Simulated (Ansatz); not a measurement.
## CrRu: equation of state with PBE

Crystal: CrRu.

```
CELL_PARAMETERS angstrom
2.66375 0.00000 0.00000
-1.33187 2.30687 0.00000
0.00000 0.00000 4.21801
ATOMIC_POSITIONS crystal
Ru 0.33333 0.66667 0.50000
Cr 0.66667 0.33333 0.00000
```

The cell comes from a database or a generator and needn't be the stable form of this composition.

```yaml
Program: Ansatz 0.2.0
Task: equation of state
Functional: PBE
Potentials_or_basis: Ansatz PAW
Cutoff: 420 eV
Density_cutoff: 1680 eV
k_mesh: 11 × 11 × 6
Occupations: fermi-dirac, width 0.05 eV
Spin: collinear spin, ferromagnetic start
Starting_moments: "[1.0, 3.0] μB"
```

```
Equilibrium volume                        : 12.88 Å³/atom
Bulk modulus at fixed shape and positions : 275 GPa
Pressure derivative of the bulk modulus   : 4.5
```

Energy against volume, from the lowest point:
| volume (Å³/atom) | energy (meV/atom) |
| --- | --- |
| 12.182 | 35.89 |
| 12.441 | 13.47 |
| 12.701 | 1.89 |
| 12.960 | 0.00 |
| 13.219 | 6.78 |
| 13.478 | 21.31 |
| 13.737 | 42.77 |

All runs of the series together: 72 s on 2 threads of Arm Neoverse V2, on a shared host.

Caveat: the cell was scaled at fixed shape and fractional positions, which overstates the stiffness of a crystal with free parameters, most of all of layers and chains.
